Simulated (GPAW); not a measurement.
# WAu (F-43m) in GPAW: a series of runs

One crystal, WAu, is run at these levels: revPBE, r2SCAN, optB88-vdW; tasks: single point.

All numbers are computed with GPAW 26.7.0; they aren't measurements. Logs are shortened: lines on timing, memory, paths and dates and some standing lists are left out, and cuts for length are marked. The log counts tension as positive stress, the text compression.

### 1 Starting point

The structure is cubic, space group F-43m (No. 216). The conventional cell has a = 5.818 Å, b = 5.818 Å, c = 5.818 Å, α = 90.00°, β = 90.00°, γ = 90.00°. Around W (site symmetry -43m) lie 4 Au at 2.52 Å. Au (site symmetry -43m) has 4 W at 2.52 Å as nearest neighbours.

The cell was built by a generator and needn't be a form met in nature.

### 2 Single point, revPBE

run.py

```python
from ase import Atoms
from ase.dft.bandgap import bandgap
from ase.io import write
from ase.units import GPa
from gpaw import GPAW, PW

atoms = Atoms(['W', 'Au'],
              cell=[[0.0, 2.90921, 2.90921],
                    [2.90921, 0.0, 2.90921],
                    [2.90921, 2.90921, 0.0]],
              scaled_positions=[[0.0, 0.0, 0.0],
                                [0.75, 0.75, 0.75]],
              pbc=True)

calc = GPAW(mode=PW(600),
            xc='revPBE',
            kpts={'size': (8, 8, 8), 'gamma': True},
            occupations={'name': 'fermi-dirac', 'width': 0.05},
            nbands=25,
            convergence={'density': 1e-05, 'energy': 1e-05},
            maxiter=150,
            txt='gpaw.txt')
atoms.calc = calc
energy = atoms.get_potential_energy()
forces = atoms.get_forces()
stress = atoms.get_stress()
calc.write('gs.gpw')
write('result.traj', atoms)
print(f'Energy: {energy:.6f} eV')
print('Forces (eV/A):')
print(forces.round(4))
print('Stress (GPa):', (stress / GPa).round(3))
print('Fermi level:', round(calc.get_fermi_level(), 4), 'eV')
print(f'Gap: {bandgap(calc)[0]:.4f} eV, direct: {bandgap(calc, direct=True)[0]:.4f} eV')
```

Potentials or basis: the program's PAW data sets (release 1.2.1) made for this functional, pw.

On the command line:

```bash
$ OMP_NUM_THREADS=1 python run.py
```

gpaw.txt:

```text
__  _  _
 | _ |_)|_||  |
 |__||  | ||/\| - 26.7.0

Input parameters:
  mode=PW(ecut=600.0),
  convergence={'density': 1e-05, 'energy': 1e-05},
  kpts=MonkhorstPack(size=(8, 8, 8), gamma=True),
  maxiter=150,
  nbands=25,
  occupations=Occupations(name='fermi-dirac', width=0.05),
  xc=XC(name='revPBE')

Diagonalizing LCAO Hamiltonian
Converting LCAO to pw mode

                     Au

       W

Atoms  # Å, Bohr magnetons
|   | symbol |        x |        y |        z |    initial magnetic moments |
|---|--------|----------|----------|----------|-----------------------------|
| 0 |      W | 0.000000 | 0.000000 | 0.000000 | ( 0.0000,  0.0000,  0.0000) |
| 1 |     Au | 4.363815 | 4.363815 | 4.363815 | ( 0.0000,  0.0000,  0.0000) |

Unit cell  # Å
| periodic |        x |        y |        z |  lengths |    angles |
|----------|----------|----------|----------|----------|-----------|
|      yes | 0.000000 | 2.909210 | 2.909210 | 4.114244 | 60.000000 |
|      yes | 2.909210 | 0.000000 | 2.909210 | 4.114244 | 60.000000 |
|      yes | 2.909210 | 2.909210 | 0.000000 | 4.114244 | 60.000000 |

Number of symmetries: 24
Symmetry operations  # r_c * U_cc + t_c -> r_c
|    | kind |            matrix            |
|----|------|------------------------------|
|  0 |  E   |  1, 0, 0,  0, 1, 0,  0, 0, 1 |
|  1 |  σ   |  1, 0, 0,  0, 0, 1,  0, 1, 0 |
|  2 |  σ   |  1, 0,-1,  0, 1,-1,  0, 0,-1 |
|  3 |  C3  |  1, 0,-1,  0, 0,-1,  0, 1,-1 |
|  4 |  C3  |  1,-1, 0,  0,-1, 1,  0,-1, 0 |
|  5 |  σ   |  1,-1, 0,  0,-1, 0,  0,-1, 1 |
|  6 |  σ   |  0, 1, 0,  1, 0, 0,  0, 0, 1 |
|  7 |  C3  |  0, 1, 0,  0, 0, 1,  1, 0, 0 |
|  8 |  C2  |  0, 1,-1,  1, 0,-1,  0, 0,-1 |
|  9 |  S4  |  0, 1,-1,  0, 0,-1,  1, 0,-1 |
| 10 |  C3  |  0, 0, 1,  1, 0, 0,  0, 1, 0 |
| 11 |  σ   |  0, 0, 1,  0, 1, 0,  1, 0, 0 |
| 12 |  S4  |  0, 0,-1,  1, 0,-1,  0, 1,-1 |
| 13 |  C3  |  0, 0,-1,  0, 1,-1,  1, 0,-1 |
| 14 |  S4  |  0,-1, 1,  1,-1, 0,  0,-1, 0 |
| 15 |  C2  |  0,-1, 1,  0,-1, 0,  1,-1, 0 |
| 16 |  C3  |  0,-1, 0,  1,-1, 0,  0,-1, 1 |
| 17 |  S4  |  0,-1, 0,  0,-1, 1,  1,-1, 0 |
| 18 |  S4  | -1, 1, 0, -1, 0, 1, -1, 0, 0 |
| 19 |  C3  | -1, 1, 0, -1, 0, 0, -1, 0, 1 |
| 20 |  C3  | -1, 0, 1, -1, 1, 0, -1, 0, 0 |
| 21 |  S4  | -1, 0, 1, -1, 0, 0, -1, 1, 0 |
| 22 |  σ   | -1, 0, 0, -1, 1, 0, -1, 0, 1 |
| 23 |  C2  | -1, 0, 0, -1, 0, 1, -1, 1, 0 |

BZ-sampling:
  Number of BZ points: 512
  Number of IBZ points: 29

  Monkhorst-Pack size: [8, 8, 8]
  Monkhorst-Pack shift: [0.0625, 0.0625, 0.0625]

K-points  # in reciprocal-cell coordinates
|     |                                coordinates |     weight |
|-----|--------------------------------------------|------------|
|   0 | (  0.00000000,   0.00000000,   0.00000000) | 0.00195312 |
|   1 | (  0.12500000,   0.12500000,   0.00000000) | 0.01171875 |
|   2 | (  0.12500000,   0.12500000,   0.12500000) | 0.01562500 |
|   3 | (  0.25000000,   0.12500000,   0.12500000) | 0.02343750 |
|   4 | (  0.25000000,   0.25000000,   0.00000000) | 0.01171875 |
|   5 | (  0.25000000,   0.25000000,   0.12500000) | 0.04687500 |
|   6 | (  0.25000000,   0.25000000,   0.25000000) | 0.01562500 |
|   7 | (  0.37500000,   0.25000000,  -0.37500000) | 0.04687500 |
|   8 | (  0.37500000,   0.25000000,   0.12500000) | 0.04687500 |
|   9 | (  0.37500000,   0.25000000,   0.25000000) | 0.04687500 |
| ... |                                            |            |
|  28 | (  0.50000000,   0.50000000,   0.50000000) | 0.00781250 |

Plane wave coefficients: 1676
Cutoff: 600.0 eV

Spin-components: 1 (collinear spins)
Bands:           25
Projectors:      12
Spin-degeneracy: 2
Datatype:        complex128

Parallelization:
  kpt:    1
  domain: 1
  band:   1

Density:
  Valence electrons: 25.0
  Components: 1
  Grid points: [24 24 24]
  Charge: 0.0  # |e|

Potential:
  Grid points: [24 24 24]

species:
  W:
    name:    Tungsten
    Z:       74.0
    valence: 14
    core:    60
    charge:  0.0  # [|e|]
    compensation charges:
      type: gauss
      rc: 0.40  # [Å]
      lmax: 2
    cutoffs:
      filter: 2.36  # [Å]
      core: 3.02  # [Å]
    projectors
    | kind |    occ | energy [eV] | rcut [Å] |
    |------|--------|-------------|----------|
    |   5s |  2.000 |     -78.785 |    1.344 |
    |   6s |  2.000 |      -5.639 |    1.344 |
    |   5p |  6.000 |     -43.193 |    1.355 |
    |   6p |  0.000 |      -1.336 |    1.355 |
    |   5d |  4.000 |      -4.444 |    1.228 |
    |    d |        |      22.768 |    1.228 |

    Using partial waves for W as LCAO basis

  Au:
    name:    Gold
    Z:       79.0
    valence: 11
    core:    68
    charge:  0.0  # [|e|]
    compensation charges:
      type: gauss
      rc: 0.42  # [Å]
      lmax: 2
    cutoffs:
      filter: 2.33  # [Å]
      core: 2.81  # [Å]
    projectors
    | kind |    occ | energy [eV] | rcut [Å] |
    |------|--------|-------------|----------|
    |   6s |  1.000 |      -5.619 |    1.323 |
    |   6p |  0.000 |      -0.750 |    1.323 |
    |   5d | 10.000 |      -6.822 |    1.323 |
    |    s |        |      21.593 |    1.323 |
    |    p |        |      26.461 |    1.323 |
    |    d |        |      20.390 |    1.323 |

    Using partial waves for Au as LCAO basis

Reference energy: -955389.927600  # eV

eigensolver:
  PPCG
  Converge bands: occupied
  niter=2

density mixing:
  MSR1-Mixer
  Pratt-step length: 0.05
  Maximum mixing coefficient: 0.75
  Old densities: 10
  SVD Regularization: 0.005
  Good broyden scale: 1.0
  Trust region scale: 1.0
  Backstep threshold: 4.0
  History deletion threshold: 6.0
  Fourier metric: weight=20.0, sigma=0.015

occupation numbers:
  Fermi-Dirac:
    width: 0.0500  # eV

poisson solver:
  ecut: 4800.0  # eV

xc functional:
  name: revPBE with 2 nearest neighbor stencil

convergence criteria:
- Maximum integral of absolute [dens]ity change: 1e-05 electrons / valence electron
- Maximum [total energy] change in last 3 cyles: 1e-05 eV / valence electron
- Maximum integral of absolute [eigenst]ate change: 4e-08 eV^2 / valence electron
maximum number of iterations: 150

SCF iterations
|iter     | |      energy | eigst |  dens |
|---------|-|-------------|-------|-------|
|iter:   1| |  -11.627805 | -0.17 |       |
|iter:   2| |  -10.996918 | -2.28 | -0.97 |
|iter:   3| |  -10.036408 | -1.75 | -1.06 |
|iter:   4| |   -9.949868 | -2.54 | -1.45 |
|iter:   5| |   -9.941413 | -3.46 | -1.87 |
|iter:   6| |   -9.941167 | -4.06 | -2.40 |
|iter:   7| |   -9.941222c| -5.48 | -3.08 |
|iter:   8| |   -9.941235c| -6.00 | -3.51 |
|iter:   9| |   -9.941235c| -8.15c| -4.48 |
|iter:  10| |   -9.941235c| -7.70c| -4.73 |
|iter:  11| |   -9.941235c| -8.48c| -5.64c|

Converged in 11 steps
Energy contributions relative to reference atoms: (reference = -955389.927600)

Energy contributions:
  Kinetic:         -23.280265
  Coulomb:          17.659547
  Zero:              0.268722
  External:          0.000000
  Xc:               -4.579567
  Entropy:          -0.019344
  Spinorbit:         0.000000
  ----------------------------
  Free energy:      -9.950907
  Extrapolated:     -9.941235

dipole moment: (-17.304797, -17.304797, -17.304797)  # |e|*Ang

Fermi level: 6.908
Eigenvalues  # (at kpt = [0.000, 0.000, 0.000])
| band index |      eig [eV] | occ [0-2] |
|------------|---------------|-----------|
|          0 |       -67.249 |     2.000 |
|        ... |               |           |
|          5 |         1.162 |     2.000 |
|          6 |         1.162 |     2.000 |
|          7 |         1.282 |     2.000 |
|          8 |         1.282 |     2.000 |
|          9 |         1.282 |     2.000 |
|         10 |         6.171 |     2.000 |
[... 8 lines left out ...]
|         19 |        18.219 |     0.000 |
|         20 |        18.986 |     0.000 |
|        ... |               |           |
|         24 |        20.390 |     0.000 |

No gap
No difference between direct/indirect transitions

Forces  # eV/Ang
|       x |        y |        z |
|---------|----------|----------|
| 0.00000 | -0.00000 |  0.00000 |  # W    0
| 0.00000 |  0.00000 | -0.00000 |  # Au   1

Stress tensor  # eV/Ang^3
|         x |         y |         z |
|-----------|-----------|-----------|
| -0.015808 | -0.000000 |  0.000000 |
| -0.000000 | -0.015808 |  0.000000 |
|  0.000000 |  0.000000 | -0.015808 |

# Writing to gs.gpw (mode='')
```

Run time: 25 s. Hardware: 1 thread of Arm Neoverse V2, shared host; peak memory 0.17 GiB.

Results:

* Free energy: -9.9509 eV
* Pressure: 2.5 GPa
* Band gap on the k mesh: none (metal or under the smearing width)

Caveat: with this Au data set, volumes or pressures lay over 1.5 % or 2 GPa off other programs in two to four cells of ten. The run has no spin-orbit coupling, so splittings on Au, W are missing.

### 3 Single point, r2SCAN

run.py: that of step 2 with these lines changed.

```diff
@@ -15,3 +15,3 @@
 calc = GPAW(mode=PW(600),
-            xc='revPBE',
+            xc='MGGA_X_R2SCAN+MGGA_C_R2SCAN',
             kpts={'size': (8, 8, 8), 'gamma': True},
```

Potentials or basis: GPAW PAW data sets (gpaw-data 1.2.1), pw.

On the command line:

```bash
$ OMP_NUM_THREADS=1 python run.py
```

Wall time 82 s (1 thread of Arm Neoverse V2, shared host); peak memory 0.39 GiB.

It converged, with:

* Free energy: -40.5403 eV
* Pressure: -2.7 GPa
* Band gap on the k mesh: none (metal or under the smearing width)

Levels at points of the mesh, in eV from the Fermi level:
| k point | band 11 | band 12 | band 13 | band 14 | band 15 | band 16 |
| --- | --- | --- | --- | --- | --- | --- |
| (0.00, 0.00, 0.00) | -0.80 | -0.80 | -0.80 | 1.60 | 1.60 | 9.03 |
| (0.50, 0.50, 0.00) | -2.81 | 0.48 | 1.40 | 1.48 | 1.48 | 2.91 |
| (0.50, 0.50, 0.50) | -1.87 | -0.30 | -0.30 | 1.45 | 1.45 | 2.16 |

Caveat: with this Au data set, volumes or pressures lay over 1.5 % or 2 GPa off other programs in two to four cells of ten; the PAW data sets were made with another functional, which shifts forces and pressure a little.

### 4 Single point, optB88-vdW

run.py: that of step 3 with these lines changed.

```diff
@@ -3,3 +3,2 @@
 from ase.io import write
-from ase.units import GPa
 from gpaw import GPAW, PW
@@ -15,3 +14,3 @@
 calc = GPAW(mode=PW(600),
-            xc='MGGA_X_R2SCAN+MGGA_C_R2SCAN',
+            xc={'name': 'optB88-vdW', 'backend': 'libvdwxc'},
             kpts={'size': (8, 8, 8), 'gamma': True},
@@ -21,2 +20,3 @@
             maxiter=150,
+            legacy_gpaw=True,
             txt='gpaw.txt')
@@ -25,3 +25,2 @@
 forces = atoms.get_forces()
-stress = atoms.get_stress()
 calc.write('gs.gpw')
@@ -31,3 +30,2 @@
 print(forces.round(4))
-print('Stress (GPa):', (stress / GPa).round(3))
 print('Fermi level:', round(calc.get_fermi_level(), 4), 'eV')
```

On the command line:

```bash
$ OMP_NUM_THREADS=1 python run.py
```

Wall time 23 s (1 thread of Arm Neoverse V2, shared host); peak memory 0.21 GiB.

Results (log left out):

```
Free energy            : -117.3943 eV
Band gap on the k mesh : none (metal or under the smearing width)
```

Levels at points of the mesh, in eV from the Fermi level:
| k point | band 9 | band 10 | band 11 | band 12 | band 13 | band 14 | band 15 | band 16 | band 17 | band 18 |
| --- | --- | --- | --- | --- | --- | --- | --- | --- | --- | --- |
| (0.00, 0.00, 0.00) | -5.64 | -5.64 | -0.75 | -0.75 | -0.75 | 1.45 | 1.45 | 8.55 | 11.18 | 11.18 |
| (0.50, 0.50, 0.00) | -5.07 | -3.90 | -2.70 | 0.38 | 1.23 | 1.43 | 1.43 | 2.68 | 3.43 | 3.43 |
| (0.50, 0.50, 0.50) | -5.57 | -4.89 | -1.76 | -0.28 | -0.28 | 1.33 | 1.33 | 1.98 | 7.75 | 7.75 |

Caveat: the PAW data sets were made with another functional, which shifts forces and pressure a little. The run has no spin-orbit coupling, so splittings on Au, W are missing.

### 5 The runs side by side

```csv
level,potentials or basis,older calculator (legacy_gpaw),gap on the mesh (eV),pressure (GPa)
revPBE,"the program's PAW data sets (release 1.2.1) made for this functional, pw",-,none,2.5
r2SCAN,"GPAW PAW data sets (gpaw-data 1.2.1), pw",-,none,-2.7
optB88-vdW,"GPAW PAW data sets (gpaw-data 1.2.1), pw",yes,none,-
```

Alike in all rows: task single point; no spin polarisation; cell as given; k mesh 8 × 8 × 8; cutoff (eV) 600; smearing fermi-dirac 0.05 eV.

Caveats: with this Au data set, volumes or pressures lay over 1.5 % or 2 GPa off other programs in two to four cells of ten (some runs); the PAW data sets were made with another functional, which shifts forces and pressure a little (some runs).

Total energies depend on the potentials used, so only differences within one code and one set of settings carry meaning.
